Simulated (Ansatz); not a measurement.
# Cl₂GaH₃OSi: basis-set convergence

Aim: see how fast density functionals converge with the basis set for Cl₂GaH₃OSi.

Method: one geometry, several basis sets; program: Ansatz 0.2.0, Gaussian basis.

Levels to be run: PBE0-D4/def2-SVP; ωB97M-V/def2-SVP; PBE0-D4/def2-QZVPP; ωB97M-V/def2-QZVPP; the functionals' def2-TZVPP values are taken from earlier runs.

## 1. The geometry

An earlier PBE0-D4 in a triple-zeta def2 set relaxation fixed the geometry.

8 atoms, charge 0, spin multiplicity 1.

Atoms are counted from 1 here; the program's logs count them from 0.

Bond lengths: Si1–O2 1.642 Å, Si1–H6 1.488 Å, Si1–H7 1.486 Å, Si1–H8 1.484 Å, O2–Ga3 1.753 Å, Ga3–Cl4 2.116 Å, Ga3–Cl5 2.109 Å. Angles: O2–Si1–H6 111.0°, O2–Si1–H7 109.4°, O2–Si1–H8 108.5°, H6–Si1–H7 109.1°, H6–Si1–H8 109.4°, H7–Si1–H8 109.5°, Si1–O2–Ga3 139.3°, O2–Ga3–Cl4 120.4°, O2–Ga3–Cl5 118.7°, Cl4–Ga3–Cl5 120.9°.

## 2. PBE0-D4 in def2-SVP

in.yaml reads:

```yaml
crystal:
  periodic: [false, false, false]
  atoms:
    - {symbol: Si, position_ang: [-1.145799, -0.148381, 0.888389]}
    - {symbol: O, position_ang: [-0.178420, 0.612935, -0.197542]}
    - {symbol: Ga, position_ang: [1.301444, 0.323809, -1.091395]}
    - {symbol: Cl, position_ang: [2.347716, -1.502144, -0.870406]}
    - {symbol: Cl, position_ang: [2.011961, 1.829700, -2.385335]}
    - {symbol: H, position_ang: [-0.459961, -1.330253, 1.476187]}
    - {symbol: H, position_ang: [-2.389891, -0.595909, 0.211108]}
    - {symbol: H, position_ang: [-1.487050, 0.810253, 1.968994]}
basis:
  gaussian: {orbitals: def2-SVP}
hamiltonian: {xc: pbe0, dispersion: d4}
output: {orbitals: {seedname: orbitals}}
```

On the command line:

```bash
$ ansatz run in.yaml --threads 4 --pin off --events-out ev --progress --plain --max-ram 10444MiB
```

After this run come: ωB97M-V in def2-SVP; PBE0-D4 in def2-QZVPP; ωB97M-V in def2-QZVPP.

**Question.** What will the summary of the whole plan be? Wanted: PBE0-D4: double and triple zeta above quadruple; ωB97M-V: double and triple zeta above quadruple.

**Answer**, as computed:

| quantity | value |
| --- | --- |
| PBE0-D4: double and triple zeta above quadruple | 23.12, 2.32 eV |
| ωB97M-V: double and triple zeta above quadruple | 22.92, 2.21 eV |

For PBE0-D4 the step from double to triple zeta gains 20.79 eV and the next only 2.32 eV. These are total energies; as a rule much of such shifts cancels in differences, which this series doesn't test.
